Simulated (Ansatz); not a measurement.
# H₂O₂S₂W: how energies converge with the basis set

Aim: see how fast density functionals converge with the basis set for H₂O₂S₂W.

Method: one geometry, several basis sets; program: Ansatz 0.2.0, Gaussian basis.

Plan: PBE0-D4/def2-SVP; ωB97M-V/def2-SVP; PBE0-D4/def2-QZVPP; ωB97M-V/def2-QZVPP; the functionals' def2-TZVPP values are taken from earlier runs.

## Step 1: The geometry

All runs share one geometry, relaxed beforehand with PBE0-D4 in a triple-zeta def2 set. W takes the def2 core potential; no spin-orbit term is included.

SMILES `[OH][W]([OH])(=[S])=[S]`, 7 atoms, charge 0, spin multiplicity 1.

Atoms are counted from 1 here; the program's logs count them from 0.

Bond lengths: O1–W2 1.871 Å, O1–H6 0.961 Å, W2–O3 1.871 Å, W2–S4 2.123 Å, W2–S5 2.126 Å, O3–H7 0.961 Å. Angles: W2–O1–H6 122.9°, O1–W2–O3 110.2°, O1–W2–S4 109.8°, O1–W2–S5 108.4°, O3–W2–S4 109.8°, O3–W2–S5 108.4°, S4–W2–S5 110.1°, W2–O3–H7 122.9°.

Geometry (Å):

```mol
H2O2S2W
  3D, bonds by distance, orders not assigned

  7  6  0  0  0  0  0  0  0  0999 V2000
   -0.5593    1.0161   -1.2768 O   0  0
    0.3264    0.1397    0.1192 W   0  0
    0.2762   -1.7121   -0.1445 O   0  0
   -0.5900    0.6276    1.9710 S   0  0
    2.3588    0.7634    0.1221 S   0  0
   -1.4394    1.3902   -1.1827 H   0  0
   -0.3115   -2.2931    0.3459 H   0  0
  1  2  8  0
  2  3  8  0
  2  4  8  0
  2  5  8  0
  1  6  8  0
  3  7  8  0
M  END
```

## Step 2: PBE0-D4 in def2-SVP

File in.yaml:

```yaml
crystal:
  periodic: [false, false, false]
  atoms:
    - {symbol: O, position_ang: [-0.559311, 1.016054, -1.276762]}
    - {symbol: W, position_ang: [0.326423, 0.139744, 0.119241]}
    - {symbol: O, position_ang: [0.276217, -1.712066, -0.144502]}
    - {symbol: S, position_ang: [-0.589990, 0.627640, 1.971050]}
    - {symbol: S, position_ang: [2.358822, 0.763373, 0.122087]}
    - {symbol: H, position_ang: [-1.439412, 1.390220, -1.182733]}
    - {symbol: H, position_ang: [-0.311450, -2.293064, 0.345920]}
basis:
  gaussian: {orbitals: def2-SVP}
hamiltonian: {xc: pbe0, dispersion: d4}
output: {orbitals: {seedname: orbitals}}
```

On the command line:

```
$ ansatz run in.yaml --threads 4 --pin off --events-out ev --progress --plain --max-ram 10444MiB
```

After this run come: ωB97M-V in def2-SVP; PBE0-D4 in def2-QZVPP; ωB97M-V in def2-QZVPP.

Before running them: what should the planned runs give, taken together? Wanted: PBE0-D4: double and triple zeta above quadruple; ωB97M-V: double and triple zeta above quadruple.

The runs gave:

```
                                       quantity           value
PBE0-D4: double and triple zeta above quadruple  14.19, 0.91 eV
ωB97M-V: double and triple zeta above quadruple  14.22, 0.87 eV
```

For PBE0-D4 the step from double to triple zeta gains 13.28 eV and the next only 0.91 eV. These are total energies; as a rule much of such shifts cancels in differences, which this series doesn't test.
